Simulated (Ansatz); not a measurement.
**TiC: stress in a strained cell**

TiC is deformed so: zz strain of +1 %. What stress and forces result, by LAPW, PAW and all-electron datasets made for the crystal?

Method: DFT PBEsol, scalar-relativistic, in Ansatz 0.2.0.

## 1. Starting point

It takes space group Fm-3m (No. 225, cubic). The conventional cell has a = 4.328 Å, b = 4.328 Å, c = 4.328 Å, α = 90.00°, β = 90.00°, γ = 90.00°. Ti (site symmetry m-3m) has 6 C at 2.16 Å as nearest neighbours. C (site symmetry m-3m) has 6 Ti at 2.16 Å as nearest neighbours.

Structure file:

```cif
data_structure
_symmetry_space_group_name_H-M 'P 1'
_symmetry_Int_Tables_number 1
_cell_length_a 3.0604
_cell_length_b 3.0604
_cell_length_c 3.0604
_cell_angle_alpha 60.000
_cell_angle_beta 60.000
_cell_angle_gamma 60.000
_cell_volume 20.27
loop_
_atom_site_label
_atom_site_type_symbol
_atom_site_fract_x
_atom_site_fract_y
_atom_site_fract_z
_atom_site_occupancy
Ti1 Ti 0.00000 0.00000 0.00000 1
C1 C 0.50000 0.50000 0.50000 1
```

Atoms are numbered in the order of the input: Ti1, C2.

## 2. After the deformation

Space group Fm-3m before, I4/mmm after.

## 3. All-electron LAPW

input.yaml reads:

```yaml
crystal:
  lattice:
    - [0.0, 2.164, 2.18564]
    - [2.164, 0.0, 2.18564]
    - [2.164, 2.164, 0.0]
  atoms:
    - { symbol: Ti, position: [0.0, 0.0, 0.0] }
    - { symbol: C, position: [0.5, 0.5, 0.5] }
kpoints:
  mp_grid: { grid: [16, 16, 16] }
  band_path:
    path:
      - [0.0, 0.0, 0.0]
      - [0.0, 0.5, 0.5]
      - [0.25, 0.75, 0.5]
      - [0.0, 0.5, 0.0]
      - [0.0, 0.0, 0.0]
      - [0.5, 0.5, 0.0]
      - [0.3725370062, 0.6274629938, 0.0]
      - [-0.3725370062, 0.3725370062, 0.0]
      - [0.0, 0.0, 0.0]
    npoints: 5
scf:
  occupations: { method: fermi_dirac, width: 0.03 }
hamiltonian:
  xc: pbesol
  pseudopotentials: { kind: all_electron, lapw: { basis_error: 0.001 } }
output:
  forces: true
  stress: true
  eigenvalues: true
```

Launch:

```sh
ansatz run input.yaml --threads 1 --pin off --max-ram 3072MiB --backend cpu --events-out ev --progress --plain --runs-dir out
```

## 4. PAW with frozen cores

input.yaml reads:

```yaml
crystal:
  lattice:
    - [0.0, 2.164, 2.18564]
    - [2.164, 0.0, 2.18564]
    - [2.164, 2.164, 0.0]
  atoms:
    - { symbol: Ti, position: [0.0, 0.0, 0.0] }
    - { symbol: C, position: [0.5, 0.5, 0.5] }
kpoints:
  mp_grid: { grid: [16, 16, 16] }
scf:
  occupations: { method: fermi_dirac, width: 0.03 }
hamiltonian:
  xc: pbesol
  pseudopotentials: { kind: paw }
output:
  forces: true
  stress: true
  eigenvalues: true
  efg: { contact_densities: true }
  write_density: true
  write_potential: true
  elf: true
  volumetric_format: npy
```

## 5. Datasets made for this crystal

input.yaml: that of step 4 with these lines changed.

```diff
@@ -14,3 +14,3 @@
   xc: pbesol
-  pseudopotentials: { kind: paw }
+  pseudopotentials: { kind: all_electron, datasets: crystal }
 output:
@@ -20,5 +20 @@
   efg: { contact_densities: true }
-  write_density: true
-  write_potential: true
-  elf: true
-  volumetric_format: npy
```

(Steps that only read results are left out.)

Before running it: what results should come out? Wanted: pressure; largest shear or deviatoric stress.

**Answer**, as computed:

| quantity | value |
| --- | --- |
| pressure | LAPW -8.52, PAW -8.48, crystal datasets -8.51 GPa |
| largest shear or deviatoric stress (LAPW) | 2.27 GPa |

What this shows: The largest part of the stress beyond the pressure is 2.27 GPa in size, in the zz component; the atoms are carried along and not relaxed. No run of the undeformed cell stands beside it, so the pressure holds what the given cell had before the change. PAW: stress within 0.03 GPa of LAPW. Crystal datasets: stress within 0.01 GPa of LAPW.
